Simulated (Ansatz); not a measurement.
Write a Python script for the Ansatz DFT code, driven from Python that makes a single point in a Gaussian basis of C4H2BrCl, SMILES C=C1C(Cl)=C1Br. Use: B3LYP, 6-31G* basis, multiplicity 1.

Input file `c4h2brcl.xyz`:
```text
8

C     1.48710    0.07240    0.08680
C     0.17930   -0.00900    0.01640
C    -1.01290   -0.69570    0.15860
Cl   -1.73920   -2.07220    0.56780
C    -1.06940    0.53550   -0.26030
Br   -1.93200    1.95530   -0.80280
H     2.08200   -0.77280    0.41580
H     2.00500    0.98660   -0.18240
```

`c4h2brcl_energy.py`:
```python
"""Single point of C4H2BrCl in a Gaussian basis."""

import ansatz as az
import numpy as np

molecule = az.Crystal.molecule_from_extxyz("c4h2brcl.xyz")

model = molecule.calculation()
model = model.basis(gaussian="6-31G*")
model = model.functional("B3LYP")
model = model.forces()
done = model.run(threads=1, pin="off")
rep = done.report

print("reference energy %16.6f eV" % rep["reference_energy_ev"])
print("total energy     %16.6f eV" % rep["free_energy_ev"])
print("occupied orbitals outside the frozen core (up, down):", rep["n_occupied"], " frozen:", rep["n_frozen"], " virtual:", rep["n_virtual"])

symbols = [site.symbol for site in molecule.cartesian_sites]
print("forces (eV/A)")
for symbol, f in zip(symbols, rep["forces_ev_ang"]):
    print(f"  {symbol:2s} {f[0]:9.4f} {f[1]:9.4f} {f[2]:9.4f}")

charges = rep["charge_distribution"]
print("dipole moment", round(4.803205 * float(np.linalg.norm(charges["dipole_moment_e_ang"])), 3), "D")
print("Mulliken:", [(s, round(q, 3)) for s, q in zip(symbols, charges["mulliken_charges_e"])])
```

Running `python c4h2brcl_energy.py` prints:
```text
reference energy    -86737.949589 eV
total energy        -86737.949589 eV
occupied orbitals outside the frozen core (up, down): [39, 39]  frozen: 0  virtual: [79, 79]
forces (eV/A)
  C     1.2591    0.0763    0.0680
  C     3.0196    0.1676    0.1695
  C    -0.7966    0.0670   -0.0826
  Cl   -1.3763   -2.4829    0.7333
  C    -0.5814   -0.1921    0.0215
  Br   -1.5835    2.3551   -0.9114
  H     0.0297    0.0161   -0.0030
  H     0.0294   -0.0070    0.0046
dipole moment 1.239 D
Mulliken: [('C', -0.512), ('C', 0.254), ('C', -0.052), ('Cl', 0.094), ('C', -0.051), ('Br', 0.004), ('H', 0.132), ('H', 0.131)]
```

Reading the output:
- Total energies depend on the basis set; only differences at equal settings carry meaning.
- The geometry is a force-field or estimated start, not a minimum of this method, and the basis set is short of its limit.
- b3lyp holds the VWN-RPA fit, as in Gaussian; the form of ORCA and Turbomole is b3lyp5.
- It ran for 8.6 s on 1 thread of Arm Neoverse V1, with other jobs on the host, peak memory 0.32 GiB.
